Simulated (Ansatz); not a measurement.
# Si12O22F: the cost of one run

Method: DFT LDA, plane waves, PAW, scalar-relativistic, collinear spin, in Ansatz 0.2.0.

## (1) The structure to begin with

The cell holds 35 atoms (FO22Si12): a = 6.923 Å, b = 6.923 Å, c = 9.166 Å, α = 70.67°, β = 70.67°, γ = 69.96°.

The coordinates stand in the first input below.

## (2) End point A

input.yaml reads:

```yaml
crystal:
  lattice:
    - [-2.2915, 3.968994, 5.189]
    - [4.583, 0.0, 5.189]
    - [4.583, 7.937989, 0.0]
  atoms:
    - { symbol: Si, position: [0.9467207, 0.386258, 0.0275794] }
    - { symbol: Si, position: [0.5590289, 0.1108982, 0.9411383] }
    - { symbol: Si, position: [-0.0010677, 0.008658, 0.2783122] }
    - { symbol: O, position: [0.0780216, 0.1686971, 0.1111814] }
    - { symbol: O, position: [0.9930321, 0.590795, 0.0510061] }
    - { symbol: O, position: [0.3040821, 0.6041094, 0.1469515] }
    - { symbol: O, position: [0.4291798, 0.3236932, 0.9913358] }
    - { symbol: O, position: [0.5179087, 0.9145393, 0.0853688] }
    - { symbol: O, position: [0.2032583, 0.8923327, 0.3543563] }
    - { symbol: Si, position: [0.9445413, 0.3924994, 0.5253939] }
    - { symbol: Si, position: [0.5555739, 0.1012571, 0.4432014] }
    - { symbol: Si, position: [0.0026083, -0.0035313, 0.7767577] }
    - { symbol: O, position: [0.9841741, 0.5897971, 0.5529112] }
    - { symbol: O, position: [0.2965821, 0.6056327, 0.6498969] }
    - { symbol: O, position: [0.4275924, 0.3353655, 0.4828719] }
    - { symbol: O, position: [0.5110773, 0.9178942, 0.5902297] }
    - { symbol: F, position: [0.1917823, 0.8937919, 0.85512], spin: 1.0 }
    - { symbol: Si, position: [0.4442044, 0.8856028, 0.2772867] }
    - { symbol: Si, position: [0.0489386, 0.6104396, 0.1970471] }
    - { symbol: Si, position: [0.5024555, 0.4956577, 0.5270209] }
    - { symbol: O, position: [0.5798698, 0.6658349, 0.3556217] }
    - { symbol: O, position: [0.4846203, 0.0819324, 0.3113261] }
    - { symbol: O, position: [0.7982959, 0.1148088, 0.4023845] }
    - { symbol: O, position: [0.933867, 0.8311683, 0.2333065] }
    - { symbol: O, position: [0.0155646, 0.4181504, 0.3405254] }
    - { symbol: O, position: [0.701773, 0.3904718, 0.6031655] }
    - { symbol: Si, position: [0.4424212, 0.8945513, 0.7820064] }
    - { symbol: Si, position: [0.0640497, 0.6051759, 0.6915813] }
    - { symbol: Si, position: [0.4898132, 0.5034681, 0.0197445] }
    - { symbol: O, position: [0.5747125, 0.6702128, 0.8684669] }
    - { symbol: O, position: [0.4951408, 0.0858143, 0.802747] }
    - { symbol: O, position: [0.8008336, 0.1088457, 0.8979226] }
    - { symbol: O, position: [0.919131, 0.8356753, 0.7353573] }
    - { symbol: O, position: [0.0110064, 0.4205951, 0.8443792] }
    - { symbol: O, position: [0.6938486, 0.39638, 0.110691] }
magnetization:
  spin_polarized: true
basis:
  ecutwfc: 420.0
kpoints:
  mp_grid: { grid: [2, 2, 2] }
hamiltonian:
  xc: lda
  pseudopotentials: { kind: paw, azcp: { folder: soft_1 } }
scf:
  occupations: { method: gaussian, width: 0.02 }
  lower_state_search: "off"
relax:
  f_tol: 0.03
  max_steps: 60
  adjacent_minimum: "off"
```

Launch:

```
$ ansatz run input.yaml --threads 4 --pin off --max-ram 10240MiB --backend cpu --events-out ev --progress --plain --runs-dir out
```

What time and memory should one allow on 4 threads of Arm Neoverse V2, shared host?

About 4.8 min, with a peak of 1.3 GiB.
